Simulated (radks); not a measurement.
# Tc with its nuclear charge varied continuously

The task here is to estimate one member of a computed series from the others.

Method: scalar-relativistic Kohn-Sham, PBE, spin-polarised, spherical densities, finite nucleus; open shells are filled with parallel spins first. Code: radks (a radial shooting solver on a logarithmic mesh, Libxc functionals) version 1.

## Starting point

- element: technetium (Z = 43)
- charge: 0
- electrons: 43
- configuration: [Kr] 4d5 5s2
- nuclear rms radius: 4.4112 fm

Outer shells as boxes (Hund's rule):

Tc
```
[Kr] core
4d [↑ ][↑ ][↑ ][↑ ][↑ ]
5s [↑↓]
```

The first run:

Settings of this run:

```text
Z 43
configuration [Kr] 4d5 5s2
relativity scalar-relativistic
functional pbe,pbe
spin polarised
nucleus finite rms 4.4112 fm
c 137.035999084
```

Among the steps run: Z = 43.

One of the session's tables, all rows but one given; the rest of the session is left out.

It belongs to the step «Z = 43». Radial moments (bohr):

```
  level    <r>  outermost maximum (interpolated)  90 % within  nodes
  4s up  1.061                             0.952         1.54      3
4s down  1.054                             0.946         1.53      3
  4p up  1.176                              1.03         1.74      2
4p down  1.170                              1.02         1.74      2
  4d up      ?                                 ?            ?      ?
  5s up  3.206                              2.68         4.80      4
4d down  1.819                              1.27         3.03      1
5s down  3.515                              2.88         5.32      4
```

Estimate the missing values for 4d up.

The run gave: <r>: 1.693; outermost maximum (interpolated): 1.27; 90 % within: 2.72; nodes: 1. In the column «<r>» it lies between 4p up (1.176) and 4d down (1.819).

Limits of these values: At Z = 43 the central difference of E is -240.787 hartree, against -240.206 from the Hellmann-Feynman theorem; the scalar-relativistic energy here is not variational, so the two differ by a part that grows with Z.
